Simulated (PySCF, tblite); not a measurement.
**C3H11AsSi: a rotation path, then NMR shifts on frames**

Aim: move C3H11AsSi (`CCC[AsH][SiH3]`) away from its starting geometry and see how NMR shifts follow the geometry.

Programs: tblite 0.8.0 and PySCF 2.14.0, with density-fitted response routines of our own. Each step states its level of theory. These are calculated values for one molecule in the gas phase, unless marked as measured. Atoms count from 0, in the outputs and in this text.

## Step 1: Starting geometry

16 atoms, charge 0, multiplicity 1; geometry from: GFN2-xTB.

Bonds of the start (Å): C0–C1 1.52, C1–C2 1.52, C2–As3 2.00, As3–Si4 2.32, C0–H5 1.09, C0–H6 1.09, C0–H7 1.09, C1–H8 1.09, C1–H9 1.09, C2–H10 1.09, C2–H11 1.10, As3–H12 1.51, Si4–H13 1.47, Si4–H14 1.47, Si4–H15 1.47.

## Step 2: The rotation path with GFN2-xTB

The job: settings as JSON, then the geometry in Å.

```
{"job": {"kind": "neb", "xc": "GFN2-xTB", "basis": "xTB", "atoms": [0, 1, 2, 3], "turn": 120}, "charge": 0, "multiplicity": 1}
C     -2.113424     0.292008     0.318999
C     -1.007760    -0.437070     1.070395
C     -0.082434    -1.194654     0.125508
As     0.756088    -0.017975    -1.250424
Si     2.160414     1.151946     0.182907
H     -1.684729     1.057728    -0.332488
H     -2.676867    -0.406647    -0.297932
H     -2.799839     0.774781     1.011089
H     -0.424651     0.287108     1.648621
H     -1.456404    -1.139341     1.780539
H      0.700069    -1.697558     0.701786
H     -0.653406    -1.972466    -0.393196
H      1.831386    -1.022102    -1.587128
H      2.621353     0.365263     1.337712
H      1.467956     2.331889     0.725020
H      3.354646     1.636033    -0.517853
```

Level: GFN2-xTB climbing-image nudged elastic band, gas phase.

On the command line:

```console
$ OMP_NUM_THREADS=1 python probes_run.py task.json out
```

The driver reads the jobs from task.json and runs them one after another.

What it wrote:

```text
image   E - E0 / eV
  0      -0.0000
  1       0.0185
  2       0.0672
  3       0.1231
  4       0.1527
  5       0.1399
  6       0.0971
  7       0.0523
  8       0.0311
```

It took 9 s on 1 thread of Intel Xeon at 2.50GHz, shared host; peak memory 0.18 GiB.

The final band, with the dihedral C0–C1–C2–As3:

| image | dihedral (°) | energy (eV) | energy (kcal/mol) |
| --- | --- | --- | --- |
| 0 | 57 | 0.000 | 0.0 |
| 1 | 71 | 0.019 | 0.4 |
| 2 | 85 | 0.067 | 1.6 |
| 3 | 101 | 0.123 | 2.8 |
| 4 | 116 | 0.153 | 3.5 |
| 5 | 131 | 0.140 | 3.2 |
| 6 | 147 | 0.097 | 2.2 |
| 7 | 162 | 0.052 | 1.2 |
| 8 | 178 | 0.031 | 0.7 |

## Step 3: NMR shieldings: image 0, PBE0/pcSseg-1

The job: settings as JSON, then the geometry in Å.

```
{"job": {"kind": "nmr", "xc": "PBE0", "basis": "pcSseg-1", "pop": false}, "charge": 0, "multiplicity": 1}
C     -2.113400     0.292000     0.319000
C     -1.007800    -0.437100     1.070400
C     -0.082400    -1.194700     0.125500
As     0.756100    -0.018000    -1.250400
Si     2.160400     1.151900     0.182900
H     -1.684700     1.057700    -0.332500
H     -2.676900    -0.406600    -0.297900
H     -2.799800     0.774800     1.011100
H     -0.424700     0.287100     1.648600
H     -1.456400    -1.139300     1.780500
H      0.700100    -1.697600     0.701800
H     -0.653400    -1.972500    -0.393200
H      1.831400    -1.022100    -1.587100
H      2.621400     0.365300     1.337700
H      1.468000     2.331900     0.725000
H      3.354600     1.636000    -0.517900
```

Level: GIAO PBE0/pcSseg-1 NMR shielding, non-relativistic, gas phase.

What it wrote:

```text
coarse grid: 56480 points
cycle   1  E = -2645.4527182523  dE = -7.126e-01  |g| = 7.350e-01  |ddm| = 3.507e+00
cycle   2  E = -2645.4425512676  dE =  1.017e-02  |g| = 6.015e-01  |ddm| = 6.851e-01
cycle   3  E = -2645.4900542784  dE = -4.750e-02  |g| = 1.350e-01  |ddm| = 5.154e-01
cycle   4  E = -2645.4943833062  dE = -4.329e-03  |g| = 3.770e-02  |ddm| = 1.598e-01
cycle   5  E = -2645.4947244386  dE = -3.411e-04  |g| = 6.650e-03  |ddm| = 3.531e-02
cycle   6  E = -2645.4947353546  dE = -1.092e-05  |g| = 1.258e-03  |ddm| = 7.657e-03
cycle   7  E = -2645.4947357382  dE = -3.836e-07  |g| = 3.385e-04  |ddm| = 1.623e-03
final grid: 117720 points
cycle   8  E = -2645.4947478747  dE = -6.621e-08  |g| = 3.844e-04  |ddm| = 1.945e-03
cycle   9  E = -2645.4947478641  dE =  1.061e-08  |g| = 4.533e-04  |ddm| = 7.734e-04
cycle  10  E = -2645.4947479065  dE = -4.234e-08  |g| = 2.329e-05  |ddm| = 3.842e-04
cycle  11  E = -2645.4947479066  dE = -1.123e-10  |g| = 9.220e-06  |ddm| = 3.022e-05
converged SCF energy = -2645.4947479066

GIAO shielding tensors (ppm)
atom      isotropic    diamagn.    paramagn.     s11        s22        s33       span
  0 C      169.895     248.330     -78.435    158.120    168.935    182.632     24.512
  1 C      161.635     247.929     -86.294    156.044    158.858    170.003     13.959
  2 C      159.866     248.757     -88.892    146.457    162.669    170.471     24.014
  3 As    1806.360    2877.290   -1070.930   1619.632   1738.761   2060.686    441.054
  4 Si     430.897     879.798    -448.901    382.212    433.604    476.875     94.663
  5 H       30.218      30.840      -0.622     24.211     32.676     33.768      9.558
  6 H       30.977      29.923       1.054     26.883     28.667     37.382     10.499
  7 H       30.499      28.747       1.752     25.933     27.288     38.277     12.345
  8 H       30.349      32.159      -1.810     25.417     30.497     35.134      9.717
  9 H       29.810      30.014      -0.204     24.151     27.807     37.470     13.319
 10 H       29.286      31.706      -2.420     22.848     28.542     36.470     13.622
 11 H       30.027      31.370      -1.343     24.401     28.209     37.472     13.072
 12 H       29.169      30.169      -1.000     21.703     24.476     41.327     19.624
 13 H       27.696      29.133      -1.438     23.900     25.452     33.736      9.836
 14 H       27.705      28.978      -1.273     23.845     25.820     33.450      9.605
 15 H       27.681      28.468      -0.787     23.887     24.801     34.354     10.467
```

It took 53 s on 1 thread of Intel Xeon at 2.50GHz, shared host; peak memory 0.79 GiB.

Shifts follow as δ = σ(reference) − σ, with reference shieldings (ppm) from runs at the same level and on the same kind of geometry: 1H TMS 31.72, 13C TMS 186.9, 29Si TMS 349.2, 75As AsH3 1989. The references are single molecules in the gas phase. Shifts against hydride references such as AlH4− lie on their own scale. Each atom is listed at this fixed geometry, with no averaging over motion; a spectrum would average atoms that exchange fast.

| atoms | environment | σ (ppm) | δ (ppm) |
| --- | --- | --- | --- |
| C2 | sp3 CH2 bonded to As | 159.9 | 27.1 |
| C1 | sp3 CH2 | 161.6 | 25.3 |
| C0 | methyl carbon | 169.9 | 17.0 |
| H15 | hydrogen on a silicon bonded to As | 27.68 | 4.04 |
| H13 | hydrogen on a silicon bonded to As | 27.70 | 4.02 |
| H14 | hydrogen on a silicon bonded to As | 27.70 | 4.01 |
| H12 | hydrogen on an arsenic bonded to C, Si | 29.17 | 2.55 |
| H10 | hydrogen on an sp3 CH2 bonded to As | 29.29 | 2.43 |
| H9 | hydrogen on an sp3 CH2 | 29.81 | 1.91 |
| H11 | hydrogen on an sp3 CH2 bonded to As | 30.03 | 1.69 |
| H5 | hydrogen on a methyl carbon | 30.22 | 1.50 |
| H8 | hydrogen on an sp3 CH2 | 30.35 | 1.37 |
| H7 | hydrogen on a methyl carbon | 30.50 | 1.22 |
| H6 | hydrogen on a methyl carbon | 30.98 | 0.74 |
| As3 | arsenic bonded to C, Si, H | 1806 | 182 |
| Si4 | silicon bonded to As, 3 H | 430.9 | -81.7 |

## Step 4: Nuclear shieldings: image 2, PBE0/pcSseg-1

The job: settings as JSON, then the geometry in Å.

```
{"job": {"kind": "nmr", "xc": "PBE0", "basis": "pcSseg-1", "pop": false}, "charge": 0, "multiplicity": 1}
C     -2.359300     0.070400     0.359200
C     -0.995900    -0.223700     0.969800
C     -0.098900    -1.016600     0.019100
As     0.897000     0.153300    -1.254600
Si     2.379000     1.054300     0.297300
H     -2.251400     0.675300    -0.541800
H     -2.865000    -0.855700     0.091000
H     -2.987700     0.607100     1.067700
H     -0.510300     0.722900     1.234500
H     -1.135400    -0.782900     1.898700
H      0.622400    -1.608700     0.589200
H     -0.712300    -1.721900    -0.550900
H      1.871300    -0.935800    -1.634700
H      2.705100     0.145700     1.407800
H      1.794300     2.260600     0.903000
H      3.639400     1.464700    -0.331600
```

Method: GIAO PBE0/pcSseg-1 NMR shielding, non-relativistic, gas phase.

What it wrote:

```text
coarse grid: 56480 points
cycle   1  E = -2645.4510438047  dE = -7.252e-01  |g| = 7.347e-01  |ddm| = 3.493e+00
cycle   2  E = -2645.4410378772  dE =  1.001e-02  |g| = 6.009e-01  |ddm| = 6.825e-01
cycle   3  E = -2645.4885164171  dE = -4.748e-02  |g| = 1.345e-01  |ddm| = 5.163e-01
cycle   4  E = -2645.4927911120  dE = -4.275e-03  |g| = 3.768e-02  |ddm| = 1.614e-01
cycle   5  E = -2645.4931359457  dE = -3.448e-04  |g| = 6.792e-03  |ddm| = 3.562e-02
cycle   6  E = -2645.4931473825  dE = -1.144e-05  |g| = 1.227e-03  |ddm| = 7.635e-03
cycle   7  E = -2645.4931477403  dE = -3.578e-07  |g| = 3.237e-04  |ddm| = 1.561e-03
final grid: 117720 points
cycle   8  E = -2645.4931245872  dE = -7.765e-08  |g| = 3.671e-04  |ddm| = 1.930e-03
cycle   9  E = -2645.4931245753  dE =  1.188e-08  |g| = 4.443e-04  |ddm| = 7.215e-04
cycle  10  E = -2645.4931246172  dE = -4.185e-08  |g| = 2.771e-05  |ddm| = 3.520e-04
cycle  11  E = -2645.4931246173  dE = -1.601e-10  |g| = 1.064e-05  |ddm| = 3.508e-05
converged SCF energy = -2645.4931246173

GIAO shielding tensors (ppm)
atom      isotropic    diamagn.    paramagn.     s11        s22        s33       span
  0 C      169.085     246.775     -77.691    150.974    170.330    185.950     34.976
  1 C      161.702     247.989     -86.286    153.131    158.705    173.272     20.141
  2 C      161.504     249.303     -87.800    149.099    160.431    174.981     25.882
  3 As    1789.624    2876.801   -1087.177   1586.816   1709.342   2072.714    485.898
  4 Si     427.665     879.803    -452.138    378.757    428.473    475.765     97.008
  5 H       30.324      30.226       0.098     25.126     30.975     34.871      9.745
  6 H       30.914      29.338       1.575     26.777     28.598     37.366     10.589
  7 H       30.483      28.327       2.157     25.674     27.415     38.362     12.688
  8 H       30.457      32.691      -2.235     24.343     32.504     34.523     10.180
  9 H       29.842      30.857      -1.015     23.919     28.671     36.936     13.017
 10 H       29.202      32.251      -3.049     22.729     28.930     35.947     13.218
 11 H       30.421      32.061      -1.640     25.154     28.993     37.116     11.962
 12 H       29.001      30.079      -1.078     21.434     24.382     41.188     19.753
 13 H       27.677      29.152      -1.474     23.912     25.511     33.609      9.697
 14 H       27.693      28.982      -1.289     23.865     25.808     33.406      9.542
 15 H       27.630      28.446      -0.816     23.859     24.786     34.244     10.385
```

It took 47 s on 1 thread of Intel Xeon at 2.50GHz, shared host; peak memory 0.88 GiB.

This run: δ C2 25.4, C1 25.2, C0 17.8, As3 199, H15 4.09, H13 4.04 ppm.

(Part 1 of 2 ends here.)
